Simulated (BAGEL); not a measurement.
**CHF3O3S (triflic acid): a chain of runs**

We compute a single-point energy (HF/cc-pVDZ), then the energy (NEVPT2(2,2)/cc-pVDZ) of CHF3O3S (triflic acid). 

The calculation is run with BAGEL 1.2.2.

2 further runs of the same task are left out: 2 set aside as unsound or not needed.

**1. The structure to begin with**

The species is CHF3O3S (9 atoms), meant as a singlet with charge 0. SMILES: `O=S(=O)(O)C(F)(F)F`. Geometry: relaxed at PBE0-D4/def2-TZVP. This is one conformer, not always the lowest.

Bond lengths: O1–S2 1.422 Å, S2–O3 1.414 Å, S2–O4 1.577 Å, S2–C5 1.848 Å, C5–F6 1.327 Å, C5–F7 1.320 Å, C5–F8 1.319 Å, O4–H9 0.968 Å. Some angles: O1–S2–O3 123.8°, O1–S2–O4 109.3°, O1–S2–C5 106.8°, O3–S2–O4 107.4°, O3–S2–C5 107.2°, O4–S2–C5 99.5°, S2–C5–F6 109.4°, S2–C5–F7 108.8°, S2–C5–F8 110.4°, F6–C5–F7 109.4°.

**2. A single-point energy at HF/cc-pVDZ (density fitting with svp-jkfit) (run 1)**

The input, input.json:

```json
{ "bagel" : [

{
  "title" : "molecule",
  "basis" : "cc-pvdz.json",
  "df_basis" : "svp-jkfit",
  "angstrom" : false,
  "geometry" : [
    { "atom" : "O", "xyz" : [  2.76444822, -1.09950124,  1.86273517 ] },
    { "atom" : "S", "xyz" : [  0.56407002, -1.47190957,  0.36726260 ] },
    { "atom" : "O", "xyz" : [  0.27301440, -3.47258151, -1.37948684 ] },
    { "atom" : "O", "xyz" : [ -1.83822542, -1.47003874,  2.13179437 ] },
    { "atom" : "C", "xyz" : [  0.00591484,  1.50560150, -1.37048608 ] },
    { "atom" : "F", "xyz" : [ -0.14467743,  3.40479515,  0.26112236 ] },
    { "atom" : "F", "xyz" : [  1.91690039,  1.89751180, -2.92437008 ] },
    { "atom" : "F", "xyz" : [ -2.11823181,  1.36784046, -2.66884131 ] },
    { "atom" : "H", "xyz" : [ -1.42329825, -0.66133044,  3.72005249 ] }
  ]
},
{ "title" : "hf" },
{ "title" : "print", "file" : "orbitals.molden", "orbitals" : true }

]}
```

The basis set cc-pVDZ is read from a file made from the Basis Set Exchange's data (not shown).

Started as:

```console
$ BAGEL_NUM_THREADS=1 BAGEL input.json > input.out
```

The log of the run:

```text
* using 1 threads per process

  ===============================================================
  ===============================================================

  *** Geometry ***

  { "atom" : "O", "xyz" : [      2.764448,     -1.099501,      1.862735 ] },
  { "atom" : "S", "xyz" : [      0.564070,     -1.471910,      0.367263 ] },
  { "atom" : "O", "xyz" : [      0.273014,     -3.472582,     -1.379487 ] },
  { "atom" : "O", "xyz" : [     -1.838225,     -1.470039,      2.131794 ] },
  { "atom" : "C", "xyz" : [      0.005915,      1.505602,     -1.370486 ] },
  { "atom" : "F", "xyz" : [     -0.144677,      3.404795,      0.261122 ] },
  { "atom" : "F", "xyz" : [      1.916900,      1.897512,     -2.924370 ] },
  { "atom" : "F", "xyz" : [     -2.118232,      1.367840,     -2.668841 ] },
  { "atom" : "H", "xyz" : [     -1.423298,     -0.661330,      3.720052 ] },

  Number of auxiliary basis functions:      683

  Since a DF basis is specified, we compute 2- and 3-index integrals:
    o Being stored without compression. Storage requirement is 0.080 GB

  Number of basis functions:      121
  Number of electrons      :       74

    * METHOD: MOLECULE                             0.91

  *** RHF ***

  === Nuclear Repulsion ===
   572.2693610817

      * DIIS with orbital gradients will be used.

  === RHF iteration (cc-pvdz.json) ===
      0       -958.16424804          0.02042785           0.32
      1       -958.44955334          0.01676161           0.29
      2       -958.79099351          0.00113245           0.29
      3       -958.79335708          0.00050032           0.31
      4       -958.79384808          0.00011785           0.30
      5       -958.79388077          0.00003273           0.29
      6       -958.79388411          0.00001031           0.29
      7       -958.79388448          0.00000392           0.29
      8       -958.79388450          0.00000148           0.29
      9       -958.79388451          0.00000032           0.29
     10       -958.79388451          0.00000016           0.29
     11       -958.79388451          0.00000006           0.31
     12       -958.79388451          0.00000002           0.29
     13       -958.79388451          0.00000001           0.29
    * SCF iteration converged.

    * Permanent dipole moment:
           (    0.546316,    -0.709643,    -0.784826) a.u.

    * METHOD: HF                                   4.72

    * METHOD: PRINT                                0.03

  ===============================================================
```

Run time: 6 s. Hardware: 1 thread of Intel Xeon Platinum 8259CL at 2.50GHz (Skylake/Cascade Lake), shared host; peak memory 0.27 GiB.

**3. A single-point energy at NEVPT2(2,2)/cc-pVDZ (density fitting with svp-jkfit) (run 2)**

The input, calc.json:

```json
{ "bagel" : [

{
  "title" : "molecule",
  "basis" : "cc-pvdz.json",
  "df_basis" : "svp-jkfit",
  "angstrom" : false,
  "geometry" : [
    { "atom" : "O", "xyz" : [  2.76444822, -1.09950124,  1.86273517 ] },
    { "atom" : "S", "xyz" : [  0.56407002, -1.47190957,  0.36726260 ] },
    { "atom" : "O", "xyz" : [  0.27301440, -3.47258151, -1.37948684 ] },
    { "atom" : "O", "xyz" : [ -1.83822542, -1.47003874,  2.13179437 ] },
    { "atom" : "C", "xyz" : [  0.00591484,  1.50560150, -1.37048608 ] },
    { "atom" : "F", "xyz" : [ -0.14467743,  3.40479515,  0.26112236 ] },
    { "atom" : "F", "xyz" : [  1.91690039,  1.89751180, -2.92437008 ] },
    { "atom" : "F", "xyz" : [ -2.11823181,  1.36784046, -2.66884131 ] },
    { "atom" : "H", "xyz" : [ -1.42329825, -0.66133044,  3.72005249 ] }
  ]
},
{
  "title" : "hf"
},
{
  "title" : "casscf",
  "nstate" : 1,
  "nact" : 2,
  "nclosed" : 36,
  "active" : [19, 40],
  "maxiter" : 200,
  "natocc" : true
},
{
  "title" : "nevpt2",
  "nstate" : 1,
  "nact" : 2,
  "nclosed" : 36,
  "active" : [19, 40],
  "maxiter" : 200,
  "natocc" : true,
  "ncore" : 12
},
{
  "title" : "print",
  "file" : "orbitals.molden",
  "orbitals" : true
}

]}
```

The basis set cc-pVDZ is read from a file made from the Basis Set Exchange's data (not shown).

Started as:

```console
$ BAGEL_NUM_THREADS=1 BAGEL calc.json > calc.out
```

The log of the run:

```text
* using 1 threads per process

  ===============================================================
  ===============================================================

  *** Geometry ***

  { "atom" : "O", "xyz" : [      2.764448,     -1.099501,      1.862735 ] },
  { "atom" : "S", "xyz" : [      0.564070,     -1.471910,      0.367263 ] },
  { "atom" : "O", "xyz" : [      0.273014,     -3.472582,     -1.379487 ] },
[... 5 lines of this table left out ...]
  { "atom" : "H", "xyz" : [     -1.423298,     -0.661330,      3.720052 ] },

  Number of auxiliary basis functions:      683

  Since a DF basis is specified, we compute 2- and 3-index integrals:
    o Being stored without compression. Storage requirement is 0.080 GB

  Number of basis functions:      121
  Number of electrons      :       74

    * METHOD: MOLECULE                             0.86

  *** RHF ***

[... 11 lines left out ...]
    * SCF iteration converged.
[... 1 line left out ...]
    * Permanent dipole moment:
[... 27 lines left out ...]
    * Second-order optimization converged. *

     guess   0:   closed 1.                   open ..

  === FCI iteration ===

      0  0      -958.79370569     8.13e-02      0.00
      1  0      -958.81210408     1.36e-03      0.00
      2  0 *    -958.81211261     9.51e-16      0.00

     * ci vector, state   0, <S^2> = 0.0000
       2.     0.9936479946
       .2    -0.1125329413

    * METHOD: CASSCF                              12.70

    * freezing 12 orbitals

  === DF-NEVPT2 calculation ===

    * 3-index integral transformation done
    * assembly done

      NEVPT2 correlation energy:   -1.3526163806      1.00

          (+0)     -1.2419937066
          (+0)'    -0.0211231666
          (+1)     -0.0366212805
          (+1)'    -0.0000000000
          (+2)     -0.0007789179
          (-1)     -0.0461993168
          (-1)'     0.0000000000
          (-2)     -0.0058999922

      NEVPT2 total energy:       -960.1647289862

    * METHOD: NEVPT2                               1.59

    * METHOD: PRINT                                0.03

  ===============================================================
```

Wall time 20 s (1 thread of Intel Xeon Platinum 8259CL at 2.50GHz (Skylake/Cascade Lake), shared host); peak memory 0.29 GiB.

**4. Summary of results**

| quantity | value |
| --- | --- |
| run 1, HF/cc-pVDZ: total energy | -958.79388 Eh |
| run 1, HF/cc-pVDZ: dipole moment | 3.03 D |
| run 1, HF/cc-pVDZ: HOMO energy | -13.88 eV |
| run 1, HF/cc-pVDZ: LUMO energy | 3.97 eV |
| run 1, HF/cc-pVDZ: HOMO–LUMO gap | 17.85 eV |
| run 2, NEVPT2(2,2)/cc-pVDZ: total energy | -960.16473 Eh |
